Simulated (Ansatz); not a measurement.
# CH9GeNSi: one species, many methods

One table from this session's results is given with a row withheld; the runs are named, their logs left out.

Computed with Ansatz 0.2.0, Gaussian basis. Level: functionals in def2-TZVPP, the program's frozen cores in correlated methods.

Levels to be run: LDA (SPW92), PBE-D4, revPBE-D4, BLYP-D4, r2SCAN-D4, B97M-V, PBE0-D4, B3LYP-D4, r2SCANh-D4, r2SCAN0-D4, HSE06-D4, BHLYP-D4, CAM-B3LYP-D4, LC-ωPBE, ωB97X-V, ωB97M-V, B2PLYP, PBE-QIDH; CCSD(T)/def2-SVP; CCSD(T)/def2-TZVPP; MP2/def2-QZVPP; extrapolation to the limit; RPA on PBE.

## The relaxed structure

All runs share one geometry, relaxed beforehand with PBE0-D4 in a triple-zeta def2 set.

SMILES `C[SiH2][NH][GeH3]`, 13 atoms, charge 0, spin multiplicity 1.

Atoms are counted from 1 here; the program's logs count them from 0.

Bond lengths: C1–Si2 1.866 Å, C1–H5 1.093 Å, C1–H6 1.092 Å, C1–H7 1.094 Å, Si2–N3 1.722 Å, Si2–H8 1.495 Å, Si2–H9 1.489 Å, N3–Ge4 1.837 Å, N3–H10 1.010 Å, Ge4–H11 1.534 Å, Ge4–H12 1.539 Å, Ge4–H13 1.544 Å. Angles: Si2–C1–H5 110.6°, Si2–C1–H6 111.0°, Si2–C1–H7 110.9°, H5–C1–H6 108.5°, H5–C1–H7 107.6°, H6–C1–H7 108.1°, C1–Si2–N3 111.7°, C1–Si2–H8 107.8°, C1–Si2–H9 111.1°, N3–Si2–H8 112.7°, N3–Si2–H9 105.9°, H8–Si2–H9 107.6°, Si2–N3–Ge4 127.3°, Si2–N3–H10 117.1°, Ge4–N3–H10 113.9°, N3–Ge4–H11 107.1°, N3–Ge4–H12 108.1°, N3–Ge4–H13 112.0° and more.

As a file:

```mol
CH9GeNSi
  3D, bonds by distance, orders not assigned

 13 12  0  0  0  0  0  0  0  0999 V2000
    0.5569    2.0505   -0.8510 C   0  0
   -0.4029    0.4522   -0.7655 Si  0  0
    0.4263   -0.7386    0.1622 N   0  0
   -0.3033   -1.9202    1.3652 Ge  0  0
    0.0152    2.7925   -1.4439 H   0  0
    0.7246    2.4599    0.1476 H   0  0
    1.5308    1.8961   -1.3237 H   0  0
   -0.6745    0.0071   -2.1664 H   0  0
   -1.7162    0.6513   -0.0929 H   0  0
    1.3639   -0.9771   -0.1274 H   0  0
   -1.5091   -1.2229    2.0084 H   0  0
    0.7701   -2.2568    2.4154 H   0  0
   -0.7614   -3.2288    0.6869 H   0  0
  1  2  8  0
  2  3  8  0
  3  4  8  0
  1  5  8  0
  1  6  8  0
  1  7  8  0
  2  8  8  0
  2  9  8  0
  3 10  8  0
  4 11  8  0
  4 12  8  0
  4 13  8  0
M  END
```

The first run:

Contents of in.yaml:

```yaml
crystal:
  periodic: [false, false, false]
  atoms:
    - {symbol: C, position_ang: [0.556902, 2.050464, -0.850962]}
    - {symbol: Si, position_ang: [-0.402855, 0.452206, -0.765527]}
    - {symbol: N, position_ang: [0.426285, -0.738571, 0.162156]}
    - {symbol: Ge, position_ang: [-0.303306, -1.920155, 1.365190]}
    - {symbol: H, position_ang: [0.015165, 2.792470, -1.443892]}
    - {symbol: H, position_ang: [0.724578, 2.459948, 0.147604]}
    - {symbol: H, position_ang: [1.530813, 1.896107, -1.323698]}
    - {symbol: H, position_ang: [-0.674546, 0.007071, -2.166421]}
    - {symbol: H, position_ang: [-1.716230, 0.651349, -0.092900]}
    - {symbol: H, position_ang: [1.363858, -0.977064, -0.127395]}
    - {symbol: H, position_ang: [-1.509118, -1.222891, 2.008439]}
    - {symbol: H, position_ang: [0.770125, -2.256821, 2.415427]}
    - {symbol: H, position_ang: [-0.761371, -3.228814, 0.686880]}
basis:
  gaussian: {orbitals: def2-TZVPP}
hamiltonian: {xc: lda}
output: {orbitals: {seedname: orbitals}}
```

The run is started by

```sh
> ansatz run in.yaml --threads 4 --pin off --events-out ev --progress --plain --max-ram 10444MiB
```

Steps of the session up to this table: LDA; PBE-D4 (GGA); revPBE-D4 (GGA); BLYP-D4 (GGA); r2SCAN-D4 (meta-GGA); B97M-V (meta-GGA); PBE0-D4 (hybrid); B3LYP-D4 (hybrid); r2SCANh-D4 (hybrid); r2SCAN0-D4 (hybrid); HSE06-D4 (hybrid); BHLYP-D4 (hybrid); CAM-B3LYP-D4 (range-separated); LC-ωPBE (range-separated); ωB97X-V (range-separated); ωB97M-V (range-separated); B2PLYP (double hybrid); PBE-QIDH (double hybrid).

One table of the session follows, with a row left open; its other results are not shown here.

It belongs to the step «Frontier levels by functional». 

```
  functional  HOMO (eV)  LUMO (eV)  gap (eV)
 LDA (SPW92)      -5.90      -0.79      5.11
      PBE-D4          ?          ?         ?
   revPBE-D4      -5.76      -0.43      5.32
     BLYP-D4      -5.69      -0.46      5.23
   r2SCAN-D4      -6.09      -0.15      5.94
      B97M-V      -6.25      -0.40      5.85
     PBE0-D4      -7.13       0.28      7.42
    B3LYP-D4      -6.91       0.04      6.95
  r2SCANh-D4      -6.59       0.13      6.71
  r2SCAN0-D4      -7.33       0.53      7.86
    HSE06-D4      -6.73      -0.09      6.64
    BHLYP-D4      -8.39       1.07      9.46
CAM-B3LYP-D4      -8.50       1.21      9.72
     LC-ωPBE      -9.86       2.44     12.30
     ωB97X-V      -9.52       2.24     11.76
     ωB97M-V      -9.42       1.90     11.32
```

**Question.** Estimate the row for PBE-D4.

The run gave: HOMO (eV): -5.80; LUMO (eV): -0.55; gap (eV): 5.25. In the column «HOMO (eV)» it lies between LDA (SPW92) (-5.90) and revPBE-D4 (-5.76).
